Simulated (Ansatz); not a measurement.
# BClGaHS: a ladder of functionals and wavefunction methods

One table from this session's results is given with a row withheld; the runs are named, their logs left out.

Computed with Ansatz 0.2.0, Gaussian basis. Level: functionals in def2-TZVPP, the program's frozen cores in correlated methods.

Levels to be run: LDA (SPW92), PBE-D4, revPBE-D4, BLYP-D4, r2SCAN-D4, B97M-V, PBE0-D4, B3LYP-D4, r2SCANh-D4, r2SCAN0-D4, HSE06-D4, BHLYP-D4, CAM-B3LYP-D4, LC-ωPBE, ωB97X-V, ωB97M-V, B2PLYP, PBE-QIDH; CCSD(T)/def2-SVP; CCSD(T)/def2-TZVPP; MP2/def2-QZVPP; extrapolation to the limit; RPA on PBE.

**The geometry**

An earlier PBE0-D4 in a triple-zeta def2 set relaxation fixed the geometry.

5 atoms, charge 0, spin multiplicity 1.

Atoms are counted from 1 here; the program's logs count them from 0.

Bond lengths: Cl1–B2 1.750 Å, B2–S3 1.757 Å, B2–H5 1.219 Å, S3–Ga4 2.363 Å. Angles: Cl1–B2–S3 125.4°, Cl1–B2–H5 113.9°, S3–B2–H5 120.7°, B2–S3–Ga4 79.5°.

The first run:

Contents of in.yaml:

```yaml
crystal:
  periodic: [false, false, false]
  atoms:
    - {symbol: Cl, position_ang: [0.241988, -1.121843, 1.919057]}
    - {symbol: B, position_ang: [0.058222, -0.248530, 0.413980]}
    - {symbol: S, position_ang: [0.335991, -0.912244, -1.189405]}
    - {symbol: Ga, position_ang: [-0.293029, 1.298443, -1.740076]}
    - {symbol: H, position_ang: [-0.293172, 0.910471, 0.555043]}
basis:
  gaussian: {orbitals: def2-TZVPP}
hamiltonian: {xc: lda}
output: {orbitals: {seedname: orbitals}}
```

Started as:

```sh
ansatz run in.yaml --threads 2 --pin off --events-out ev --progress --plain --max-ram 4352MiB
```

Among the steps run: LDA; PBE-D4 (GGA); revPBE-D4 (GGA); BLYP-D4 (GGA); r2SCAN-D4 (meta-GGA); B97M-V (meta-GGA); B3LYP-D4 (hybrid); r2SCANh-D4 (hybrid); r2SCAN0-D4 (hybrid); HSE06-D4 (hybrid); BHLYP-D4 (hybrid); CAM-B3LYP-D4 (range-separated); LC-ωPBE (range-separated); ωB97X-V (range-separated); ωB97M-V (range-separated); B2PLYP (double hybrid); PBE-QIDH (double hybrid).

One of the session's tables, all rows but one given; the rest of the session is left out.

It belongs to the step «Frontier levels by functional». 

| functional | HOMO (eV) | LUMO (eV) | gap (eV) |
| --- | --- | --- | --- |
| LDA (SPW92) | -6.22 | -2.76 | 3.46 |
| PBE-D4 | -6.04 | -2.54 | 3.50 |
| revPBE-D4 | -5.98 | -2.45 | 3.53 |
| BLYP-D4 | -5.89 | -2.45 | 3.44 |
| r2SCAN-D4 | -6.30 | -2.42 | 3.88 |
| B97M-V | ? | ? | ? |
| PBE0-D4 | -7.01 | -1.83 | 5.18 |
| B3LYP-D4 | -6.83 | -2.05 | 4.79 |
| r2SCANh-D4 | -6.66 | -2.16 | 4.50 |
| r2SCAN0-D4 | -7.19 | -1.77 | 5.41 |
| HSE06-D4 | -6.62 | -2.20 | 4.42 |
| BHLYP-D4 | -7.84 | -1.10 | 6.74 |
| CAM-B3LYP-D4 | -8.20 | -0.92 | 7.29 |
| LC-ωPBE | -9.42 | 0.12 | 9.54 |
| ωB97X-V | -9.11 | 0.03 | 9.14 |
| ωB97M-V | -9.00 | -0.11 | 8.89 |

**Question.** Estimate the row for B97M-V.

As computed: HOMO (eV): -6.20; LUMO (eV): -2.45; gap (eV): 3.75. In the column «HOMO (eV)» it lies between LDA (SPW92) (-6.22) and PBE-D4 (-6.04).
